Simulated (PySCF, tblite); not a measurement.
# C6H11F: geometry, infrared bands and NMR shifts

Wanted: the infrared bands and NMR shifts of C6H11F (`C=C(F)CC(C)C`), by calculation.

The runs use tblite 0.8.0 and PySCF 2.14.0, with density-fitted response routines of our own; the level of theory stands in each step. All values are computed, except where a source is named. Atoms are numbered from 0 throughout.

### 1 Starting geometry

18 atoms, charge 0, multiplicity 1; geometry from: force field or distance geometry start.

Bonds of the start (Å): C0–C1 1.34, C1–F2 1.37, C1–C3 1.50, C3–C4 1.54, C4–C5 1.54, C4–C6 1.53, C0–H7 1.09, C0–H8 1.08, C3–H9 1.09, C3–H10 1.10, C4–H11 1.10, C5–H12 1.09, C5–H13 1.09, C5–H14 1.10, C6–H15 1.09, C6–H16 1.10, C6–H17 1.09.

### 2 Relaxing the molecule with GFN2-xTB

What the job is given:

```
{"job": {"kind": "relax", "xc": "GFN2-xTB", "basis": "xTB"}, "charge": 0, "multiplicity": 1}
C      2.708300     0.307200    -0.583500
C      1.769900    -0.291900     0.159300
F      2.018900    -1.580100     0.540800
C      0.504800     0.359900     0.631700
C     -0.763200    -0.376900     0.162100
C     -0.911700    -0.327800    -1.371300
C     -1.999300     0.243400     0.807500
H      2.591300     1.340400    -0.909400
H      3.599900    -0.228800    -0.878100
H      0.467100     1.403200     0.333100
H      0.521500     0.352600     1.735700
H     -0.712500    -1.431700     0.461400
H     -0.083400    -0.841300    -1.854500
H     -1.828900    -0.819400    -1.687900
H     -0.934900     0.714400    -1.730300
H     -2.910700    -0.287100     0.514300
H     -1.932400     0.180400     1.905800
H     -2.113400     1.289700     0.538400
```

Run with:

```bash
$ OMP_NUM_THREADS=1 python probes_run.py task.json out
```

One launch serves the whole session: the jobs run in the order shown.

**Question.** This job is followed by: GFN2-xTB harmonic vibrations, gas phase; GIAO PBE0/pcSseg-1 NMR shielding, non-relativistic, gas phase. Predict these results of the whole session: strongest single infrared mode (GFN2-xTB); zero-point energy (GFN2-xTB); ¹³C shifts against TMS (PBE0/pcSseg-1, means over atoms taken as alike); ¹H shifts against TMS (PBE0/pcSseg-1, means over atoms taken as alike); ¹⁹F shifts against CFCl3 (PBE0/pcSseg-1).

**Answer**, as computed:

| quantity | value |
| --- | --- |
| strongest single infrared mode (GFN2-xTB) | 3031 cm⁻¹, 97 km/mol |
| zero-point energy (GFN2-xTB) | 97.3 kcal/mol |
| ¹³C shifts against TMS (PBE0/pcSseg-1, means over atoms taken as alike) | 177.6, 96.7, 46.7, 29.0, 24.1 ppm |
| ¹H shifts against TMS (PBE0/pcSseg-1, means over atoms taken as alike) | 4.81, 4.40, 1.98, 1.81, 0.99 ppm |
| ¹⁹F shifts against CFCl3 (PBE0/pcSseg-1) | -96.2 ppm |

In words: The optimisation took 81 steps and gained 0.090 eV; among the close pairs (by a distance rule), C0–C1 changed most, from 1.338 to 1.319 Å. No mode is imaginary among the 48: a minimum at this level. Unscaled tight-binding wavenumbers are off by several per cent, some by more. Its intensities can rank the bands wrongly. At PBE0/pcSseg-1: The widest tensor belongs to F2: span 201 ppm, with a paramagnetic part of -210 ppm.
